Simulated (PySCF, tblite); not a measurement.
# C7H13NSi: geometry, infrared bands and NMR shifts

What infrared bands and NMR shifts should C7H13NSi (`C=C([SiH3])/C=N\C1CCC1`) show?

Programs: tblite 0.8.0 and PySCF 2.14.0, with density-fitted response routines of our own. Each step states its level of theory. These are calculated values for one molecule in the gas phase, unless marked as measured. Atoms are numbered from 0 throughout.

**1. Starting geometry**

22 atoms, charge 0, multiplicity 1; geometry from: force field or distance geometry start.

Bonds of the start (Å): C0–C1 1.36, C1–Si2 1.82, C1–C3 1.48, C3–N4 1.31, N4–C5 1.45, C5–C6 1.54, C6–C7 1.55, C7–C8 1.53, C8–C5 1.55, C0–H9 1.09, C0–H10 1.08, Si2–H11 1.48, Si2–H12 1.49, Si2–H13 1.49, C3–H14 1.11, C5–H15 1.10, C6–H16 1.09, C6–H17 1.09, C7–H18 1.09, C7–H19 1.09, C8–H20 1.09, C8–H21 1.10.

**2. Geometry optimisation with GFN2-xTB**

The job: settings as JSON, then the geometry in Å.

```
{"job": {"kind": "relax", "xc": "GFN2-xTB", "basis": "xTB"}, "charge": 0, "multiplicity": 1}
C      2.343000     0.821000    -0.396400
C      1.168100     1.202900    -0.964000
Si     0.812200     1.257400    -2.744200
C      0.101700     1.724300    -0.072400
N     -0.551000     1.125200     0.891600
C     -0.291900    -0.275900     1.150600
C     -0.965000    -1.220600     0.130100
C     -1.379400    -2.089800     1.339300
C     -1.294400    -0.820600     2.195600
H      2.485600     0.870900     0.684100
H      3.171000     0.469200    -0.990400
H      2.055100     1.132700    -3.530400
H      0.157200     2.555900    -3.084900
H     -0.096600     0.147700    -3.135700
H     -0.182200     2.776100    -0.261500
H      0.743300    -0.526400     1.426900
H     -0.296100    -1.707200    -0.577900
H     -1.814800    -0.795600    -0.410000
H     -0.649000    -2.856200     1.611100
H     -2.367900    -2.555600     1.272400
H     -0.912300    -0.952200     3.210200
H     -2.247000    -0.263900     2.255000
```

Run with:

```sh
OMP_NUM_THREADS=1 python probes_run.py task.json out
```

The driver reads the jobs from task.json and runs them one after another.

What it wrote:

```text
step      E/eV     max force
  0    -712.44875    3.389
  1    -712.66665    2.625
  2    -712.74993    0.732
  3    -712.77242    0.491
  4    -712.79442    0.268
  5    -712.79711    0.195
  6    -712.79893    0.130
  7    -712.80344    0.156
  8    -712.80601    0.157
  9    -712.80928    0.132
 10    -712.81164    0.141
 11    -712.81404    0.131
 12    -712.81623    0.107
 13    -712.81855    0.117
 14    -712.82095    0.129
 15    -712.82346    0.118
 16    -712.82576    0.101
 17    -712.82744    0.118
 18    -712.82848    0.093
 19    -712.82917    0.065
 20    -712.82976    0.056
 21    -712.83032    0.050
 22    -712.83085    0.057
 23    -712.83138    0.057
 24    -712.83192    0.050
 25    -712.83248    0.054
 26    -712.83302    0.048
 27    -712.83358    0.065
 28    -712.83428    0.072
 29    -712.83521    0.063
 30    -712.83643    0.072
 31    -712.83777    0.069
 32    -712.83900    0.092
 33    -712.84012    0.100
 34    -712.84128    0.086
 35    -712.84245    0.072
 36    -712.84348    0.061
 37    -712.84430    0.080
 38    -712.84499    0.070
 39    -712.84559    0.046
 40    -712.84612    0.045
 41    -712.84657    0.045
 42    -712.84702    0.049
 43    -712.84757    0.051
 44    -712.84816    0.064
 45    -712.84870    0.054
 46    -712.84918    0.044
 47    -712.84964    0.046
 48    -712.85004    0.051
 49    -712.85038    0.040
 50    -712.85066    0.041
 51    -712.85093    0.040
 52    -712.85124    0.051
 53    -712.85161    0.059
 54    -712.85198    0.038
 55    -712.85222    0.030
 56    -712.85235    0.030
 57    -712.85250    0.027
 58    -712.85267    0.030
 59    -712.85286    0.037
 60    -712.85305    0.033
 61    -712.85322    0.034
 62    -712.85340    0.028
 63    -712.85358    0.032
 64    -712.85373    0.022
 65    -712.85384    0.021
 66    -712.85394    0.021
 67    -712.85406    0.028
 68    -712.85420    0.029
 69    -712.85434    0.027
 70    -712.85446    0.026
 71    -712.85457    0.022
 72    -712.85468    0.024
 73    -712.85478    0.019
 74    -712.85486    0.017
 75    -712.85493    0.020
 76    -712.85502    0.024
 77    -712.85514    0.030
 78    -712.85528    0.025
 79    -712.85537    0.018
 80    -712.85542    0.017
 81    -712.85547    0.016
 82    -712.85554    0.023
 83    -712.85564    0.027
 84    -712.85575    0.024
 85    -712.85586    0.024
 86    -712.85597    0.024
 87    -712.85608    0.022
 88    -712.85617    0.028
 89    -712.85627    0.032
 90    -712.85640    0.034
 91    -712.85657    0.032
 92    -712.85674    0.025
 93    -712.85688    0.018
 94    -712.85697    0.020
 95    -712.85704    0.022
 96    -712.85713    0.023
 97    -712.85721    0.019
 98    -712.85727    0.018
 99    -712.85733    0.018
100    -712.85741    0.021
101    -712.85752    0.022
102    -712.85762    0.020
103    -712.85768    0.017
104    -712.85773    0.016
105    -712.85778    0.015
106    -712.85784    0.013
107    -712.85787    0.013
108    -712.85790    0.010
109    -712.85792    0.011
110    -712.85795    0.011
111    -712.85799    0.013
112    -712.85803    0.017
113    -712.85806    0.015
114    -712.85809    0.017
115    -712.85815    0.016
116    -712.85824    0.031
117    -712.85838    0.042
118    -712.85857    0.044
119    -712.85875    0.034
120    -712.85892    0.034
121    -712.85910    0.032
122    -712.85930    0.039
123    -712.85950    0.040
124    -712.85963    0.027
125    -712.85973    0.023
126    -712.85982    0.021
127    -712.85992    0.027
128    -712.86001    0.020
129    -712.86010    0.019
130    -712.86018    0.025
131    -712.86028    0.025
132    -712.86038    0.023
133    -712.86047    0.016
134    -712.86054    0.018
135    -712.86062    0.021
136    -712.86072    0.025
137    -712.86083    0.024
138    -712.86094    0.026
139    -712.86102    0.022
140    -712.86113    0.024
141    -712.86128    0.029
142    -712.86155    0.034
143    -712.86181    0.037
144    -712.86219    0.050
145    -712.86268    0.055
146    -712.86341    0.077
147    -712.86372    0.075
148    -712.86440    0.067
149    -712.86495    0.074
150    -712.86536    0.040
151    -712.86577    0.041
152    -712.86662    0.069
153    -712.86730    0.106
154    -712.86827    0.092
155    -712.86874    0.086
156    -712.86988    0.058
157    -712.87054    0.049
158    -712.87125    0.055
159    -712.87193    0.051
160    -712.87298    0.059
161    -712.87414    0.055
162    -712.87502    0.063
163    -712.87512    0.068
164    -712.87576    0.083
165    -712.87625    0.047
166    -712.87654    0.031
167    -712.87706    0.032
168    -712.87723    0.033
169    -712.87751    0.033
170    -712.87767    0.029
171    -712.87783    0.023
172    -712.87796    0.028
173    -712.87812    0.040
174    -712.87835    0.035
175    -712.87858    0.038
176    -712.87881    0.035
177    -712.87901    0.032
178    -712.87928    0.037
179    -712.87952    0.052
180    -712.88000    0.059
181    -712.88051    0.054
182    -712.88101    0.039
183    -712.88107    0.054
184    -712.88105    0.072
185    -712.88181    0.057
186    -712.88213    0.037
187    -712.88270    0.054
188    -712.88359    0.091
189    -712.88454    0.094
190    -712.88600    0.057
191    -712.88188    0.211
192    -712.88690    0.050
193    -712.88743    0.043
194    -712.88578    0.166
195    -712.88842    0.034
196    -712.88893    0.042
197    -712.88597    0.185
198    -712.88974    0.037
199    -712.89019    0.040
200    -712.88816    0.134
201    -712.89104    0.032
202    -712.89141    0.034
203    -712.89167    0.067
204    -712.89214    0.027
205    -712.89233    0.023
206    -712.89267    0.032
207    -712.89276    0.022
208    -712.89284    0.021
209    -712.89296    0.016
210    -712.89300    0.013
211    -712.89304    0.015
212    -712.89307    0.014
213    -712.89308    0.010
214    -712.89309    0.006
```

It took 6 s on 1 thread of Intel Xeon at 2.50GHz, shared host; peak memory 0.19 GiB.

The steps of the relaxation: (not every step is listed)

| step | energy from step 0 (eV) | largest force (eV/Å) |
| --- | --- | --- |
| 0 | 0.0000 | 3.3894 |
| 1 | -0.2179 | 2.6251 |
| 2 | -0.3012 | 0.7315 |
| 3 | -0.3237 | 0.4913 |
| 4 | -0.3457 | 0.2683 |
| 5 | -0.3484 | 0.1950 |
| 6 | -0.3502 | 0.1297 |
| 7 | -0.3547 | 0.1565 |
| 8 | -0.3573 | 0.1569 |
| 28 | -0.3855 | 0.0717 |
| 48 | -0.4013 | 0.0505 |
| 68 | -0.4054 | 0.0294 |
| 88 | -0.4074 | 0.0278 |
| 108 | -0.4091 | 0.0105 |
| 128 | -0.4113 | 0.0202 |
| 148 | -0.4157 | 0.0665 |
| 168 | -0.4285 | 0.0328 |
| 188 | -0.4348 | 0.0906 |
| 208 | -0.4441 | 0.0206 |
| 209 | -0.4442 | 0.0164 |
| 210 | -0.4443 | 0.0130 |
| 211 | -0.4443 | 0.0154 |
| 212 | -0.4443 | 0.0142 |
| 213 | -0.4443 | 0.0099 |
| 214 | -0.4443 | 0.0062 |

Distances of close pairs at the start and the end, largest changes first:

| bond | before (Å) | after (Å) | change (Å) |
| --- | --- | --- | --- |
| C1–Si2 | 1.816 | 1.892 | +0.076 |
| C3–N4 | 1.309 | 1.260 | -0.049 |
| C0–C1 | 1.360 | 1.329 | -0.030 |
| Si2–H12 | 1.494 | 1.465 | -0.029 |
| N4–C5 | 1.448 | 1.424 | -0.024 |
| Si2–H13 | 1.487 | 1.465 | -0.022 |
| C3–H14 | 1.106 | 1.088 | -0.017 |
| C8–H21 | 1.105 | 1.088 | -0.017 |

The end geometry stands in the next job.

**3. Harmonic vibrations with GFN2-xTB**

The job: settings as JSON, then the geometry in Å.

```
{"job": {"kind": "ir", "xc": "GFN2-xTB", "basis": "xTB"}, "charge": 0, "multiplicity": 1}
C      2.100041     1.013187    -0.037185
C      1.150236     1.352254    -0.903387
Si     1.470681     1.611814    -2.750126
C     -0.242897     1.548150    -0.476466
N     -1.026609     0.740104     0.089579
C     -0.642364    -0.584294     0.445763
C     -1.805016    -1.596656     0.396911
C     -1.458203    -2.051981     1.820715
C     -0.543991    -0.829242     1.969762
H      1.897858     0.898390     1.017946
H      3.124645     0.869337    -0.341067
H      2.906108     1.479232    -2.997001
H      1.005051     2.950828    -3.117725
H      0.725224     0.602863    -3.505964
H     -0.667029     2.520122    -0.721731
H      0.252763    -0.939164    -0.085011
H     -1.746439    -2.349695    -0.385629
H     -2.760593    -1.081994     0.337955
H     -0.908714    -2.991258     1.839027
H     -2.289185    -2.113961     2.519499
H      0.457370    -1.009296     2.355943
H     -1.009349    -0.019354     2.527343
```

What it wrote:

```text
mode    cm-1     km/mol
  1      26.8      0.32
  2      45.8      0.21
  3      70.0      0.09
  4      86.2      0.20
  5     128.4      0.31
  6     149.4      0.71
  7     250.0      0.29
  8     292.7      3.28
  9     336.3      2.68
 10     372.5      1.48
 11     487.3     11.45
 12     534.6     28.36
 13     543.6     33.46
 14     609.2     60.17
 15     658.6      7.77
 16     669.5      4.77
 17     772.8    164.45
 18     780.3    310.38
 19     782.8    168.76
 20     797.3    185.05
 21     811.4      0.35
 22     828.0     21.79
 23     874.1      2.56
 24     903.2      1.23
 25     918.3     36.09
 26     964.4     33.15
 27     983.8      0.30
 28    1031.0      2.51
 29    1036.1      0.14
 30    1066.0      3.73
 31    1118.8      0.12
 32    1149.6     41.73
 33    1153.2      5.13
 34    1185.1      0.09
 35    1197.9      1.45
 36    1230.1      3.76
 37    1240.2      1.30
 38    1246.4      0.65
 39    1259.0      0.08
 40    1316.8     13.25
 41    1328.2     30.11
 42    1419.4      1.43
 43    1459.9      0.19
 44    1463.9      0.15
 45    1489.3      0.10
 46    1657.9      7.12
 47    1706.5    132.91
 48    2255.9    386.78
 49    2260.3    180.42
 50    2272.9    302.61
 51    2851.2     58.10
 52    2969.0     54.47
 53    2995.0      8.11
 54    3004.1     47.16
 55    3012.5     25.13
 56    3017.9     59.93
 57    3022.7     50.98
 58    3033.6     48.97
 59    3068.0     28.76
 60    3093.2     38.31
```

Wall time 3 s (1 thread of Intel Xeon at 2.50GHz, shared host); peak memory 0.19 GiB.

Which atoms move in the most intense modes:

| cm⁻¹ | km/mol | atoms |
| --- | --- | --- |
| 773 | 164.4 | H11 54 %, H12 26 %, H13 15 % |
| 780 | 310.4 | H11 27 %, H12 25 %, H13 18 % |
| 783 | 168.8 | H13 53 %, H12 36 % |
| 797 | 185.1 | H19 10 % |
| 1706 | 132.9 | C3 53 %, N4 45 % |
| 2256 | 386.8 | H12 64 %, H13 31 % |
| 2260 | 180.4 | H13 65 %, H12 32 % |
| 2273 | 302.6 | H11 97 % |

**4. NMR shieldings: PBE0/pcSseg-1**

Same as in step 3 but for these lines:

```diff
@@ -1,2 +1,2 @@
-{"job": {"kind": "ir", "xc": "GFN2-xTB", "basis": "xTB"}, "charge": 0, "multiplicity": 1}
+{"job": {"kind": "nmr", "xc": "PBE0", "basis": "pcSseg-1"}, "charge": 0, "multiplicity": 1}
 C      2.100041     1.013187    -0.037185
```

Level: GIAO PBE0/pcSseg-1 NMR shielding, non-relativistic, gas phase.

What it wrote:

```text
coarse grid: 18352 points
cycle   1  E = -618.0486067785  dE =  1.085e+00  |g| = 4.430e-01  |ddm| = 4.263e+00
cycle   2  E = -618.0161793042  dE =  3.243e-02  |g| = 5.949e-01  |ddm| = 1.057e+00
cycle   3  E = -618.0982292533  dE = -8.205e-02  |g| = 1.326e-01  |ddm| = 6.689e-01
cycle   4  E = -618.1016650542  dE = -3.436e-03  |g| = 5.014e-02  |ddm| = 1.449e-01
cycle   5  E = -618.1022342277  dE = -5.692e-04  |g| = 1.009e-02  |ddm| = 5.297e-02
cycle   6  E = -618.1022530002  dE = -1.877e-05  |g| = 4.404e-03  |ddm| = 1.135e-02
cycle   7  E = -618.1022577877  dE = -4.787e-06  |g| = 9.945e-04  |ddm| = 4.115e-03
final grid: 171216 points
cycle   8  E = -618.1571570488  dE = -5.249e-05  |g| = 8.941e-03  |ddm| = 4.104e-02
cycle   9  E = -618.1571470267  dE =  1.002e-05  |g| = 1.101e-02  |ddm| = 1.798e-02
cycle  10  E = -618.1571774026  dE = -3.038e-05  |g| = 1.659e-03  |ddm| = 1.032e-02
cycle  11  E = -618.1571780534  dE = -6.509e-07  |g| = 4.916e-04  |ddm| = 1.883e-03
cycle  12  E = -618.1571781039  dE = -5.050e-08  |g| = 1.454e-04  |ddm| = 4.832e-04
cycle  13  E = -618.1571781083  dE = -4.358e-09  |g| = 4.531e-05  |ddm| = 1.887e-04
cycle  14  E = -618.1571781087  dE = -3.929e-10  |g| = 1.705e-05  |ddm| = 5.552e-05
converged SCF energy = -618.1571781087

GIAO shielding tensors (ppm)
atom      isotropic    diamagn.    paramagn.     s11        s22        s33       span
  0 C       46.867     255.201    -208.334    -63.480     46.199    157.881    221.362
  1 C       38.552     268.505    -229.953    -69.269     30.637    154.288    223.557
  2 Si     420.278     880.472    -460.193    379.797    417.736    463.301     83.504
  3 C       22.117     253.419    -231.302    -80.100     36.085    110.366    190.466
  4 N     -134.927     330.950    -465.877   -468.126   -163.796    227.140    695.266
  5 C      131.255     244.822    -113.568    107.239    135.969    150.557     43.318
  6 C      155.502     250.370     -94.868    140.019    147.450    179.038     39.019
  7 C      171.215     255.198     -83.983    160.481    169.805    183.360     22.879
  8 C      153.940     250.311     -96.372    134.704    145.083    182.033     47.329
  9 H       25.937      33.790      -7.853     21.807     26.434     29.571      7.764
 10 H       25.613      31.333      -5.719     22.729     25.380     28.730      6.001
 11 H       27.649      28.544      -0.895     24.597     26.198     32.153      7.556
 12 H       27.373      28.394      -1.021     24.343     25.766     32.009      7.667
 13 H       27.613      29.186      -1.572     24.306     26.575     31.960      7.654
 14 H       23.624      32.115      -8.491     21.026     23.478     26.367      5.341
 15 H       27.357      34.952      -7.595     23.918     26.262     31.889      7.971
 16 H       29.453      31.309      -1.857     26.244     27.047     35.067      8.823
 17 H       29.085      31.725      -2.640     26.574     27.208     33.473      6.899
 18 H       29.766      30.706      -0.940     26.745     27.296     35.257      8.512
 19 H       29.673      29.210       0.463     25.961     26.802     36.255     10.293
 20 H       29.680      32.220      -2.540     26.214     28.106     34.720      8.505
 21 H       29.374      32.007      -2.633     26.777     28.245     33.101      6.324
```

It took 1.9 min on 1 thread of Intel Xeon at 2.50GHz, shared host; peak memory 1.1 GiB.

The references, computed at this level on geometries of the same kind, shield at (ppm): ¹H TMS 31.72, ¹³C TMS 186.9, ²⁹Si TMS 349.2, ¹⁵N NH3 267.7. Their shielding less the atom's gives the shift. The references are single molecules in the gas phase, so shifts against H2O, NH3, PH3, H3PO4 or CFCl3 are not on the usual liquid scales and can be off by tens of ppm. Atoms listed in one row are averaged.

| atoms | environment | σ (ppm) | δ (ppm) | δ scaled to CDCl3 |
| --- | --- | --- | --- | --- |
| C3 | C=N carbon | 22.1 | 164.8 | 158.9 |
| C1 | fully substituted alkene carbon | 38.6 | 148.4 | 142.9 |
| C0 | terminal =CH2 carbon | 46.9 | 140.1 | 134.8 |
| C5 | sp3 CH bonded to N | 131.3 | 55.7 | 52.4 |
| C6, C8 | sp3 CH2 in a ring | 154.7 | 32.2 | 29.5 |
| C7 | sp3 CH2 in a ring | 171.2 | 15.7 | 13.4 |
| H14 | hydrogen on a C=N carbon | 23.62 | 8.09 | 7.74 |
| H10 | hydrogen on a terminal =CH2 carbon | 25.61 | 6.10 | 5.86 |
| H9 | hydrogen on a terminal =CH2 carbon | 25.94 | 5.78 | 5.55 |
| H15 | hydrogen on an sp3 CH bonded to N | 27.36 | 4.36 | 4.22 |
| H11, H12, H13 | hydrogen on a silicon bonded to C | 27.55 | 4.17 | – |
| H17, H21 | hydrogen on an sp3 CH2 in a ring | 29.23 | 2.49 | 2.45 |
| H16, H20 | hydrogen on an sp3 CH2 in a ring | 29.57 | 2.15 | 2.13 |
| H19 | hydrogen on an sp3 CH2 in a ring | 29.67 | 2.04 | 2.03 |
| H18 | hydrogen on an sp3 CH2 in a ring | 29.77 | 1.95 | 1.94 |
| Si2 | silicon bonded to C, 3 H | 420.3 | -71.1 | – |
| N4 | imine nitrogen | -134.9 | 402.7 | – |

The scaled column applies a straight-line fit of computed shieldings to shifts measured in CDCl3 (root-mean-square error 0.16 ppm for H, 1.9 ppm for C).

The run also stored atomic charges by several schemes (e):

| atoms | Mulliken | IAO | Hirshfeld | ESP fit |
| --- | --- | --- | --- | --- |
| C0 | -0.06 | -0.27 | -0.07 | -0.31 |
| C1 | -0.58 | -0.29 | -0.09 | -0.25 |
| Si2 | 0.58 | 0.61 | 0.32 | 0.39 |
| C3 | 0.15 | 0.01 | 0.03 | 0.39 |
| N4 | -0.35 | -0.27 | -0.14 | -0.79 |
| C5 | -0.20 | -0.02 | 0.01 | 0.82 |
| C6, C8 | -0.11 | -0.27 | -0.08 | -0.28 |
| C7 | -0.24 | -0.27 | -0.07 | -0.07 |

Mayer bond orders: C0–C1 1.95, C1–Si2 0.84, C1–C3 1.00, C3–N4 1.97, N4–C5 0.96, C5–C6 1.00, C6–C7 1.05, C7–C8 1.05, C8–C5 0.99.

Ring of atoms C5, C6, C7, C8: NICS(0) 1.3, NICS(1) 0.3, NICS(1)zz 4.2 ppm (means of both faces).

**5. What came out**

| quantity | value |
| --- | --- |
| strongest single infrared mode (GFN2-xTB) | 2256 cm⁻¹, 387 km/mol |
| zero-point energy (GFN2-xTB) | 110.5 kcal/mol |
| ¹³C shifts against TMS (PBE0/pcSseg-1, means over atoms taken as alike) | 164.8, 148.4, 140.1, 55.7, 32.2, 15.7 ppm |
| ¹H shifts against TMS (PBE0/pcSseg-1, means over atoms taken as alike) | 8.09, 6.10, 5.78, 4.36, 4.17, 2.49, 2.15, 2.04, 1.95 ppm |
| ²⁹Si shifts against TMS (PBE0/pcSseg-1) | -71.1 ppm |
| ¹⁵N shifts against NH3 (PBE0/pcSseg-1) | 402.7 ppm |

**Reading.** Over 214 steps the energy fell by 0.444 eV; of the close pairs, C1–Si2 changed most, 1.816 to 1.892 Å. No mode is imaginary among the 60: a minimum at this level. The strongest single mode, at 2256 cm⁻¹, moves mainly H12. Unscaled tight-binding wavenumbers are off by several per cent, some by more. Its intensities can rank the bands wrongly. At PBE0/pcSseg-1: The widest tensor belongs to N4: span 695 ppm, with a paramagnetic part of -466 ppm.
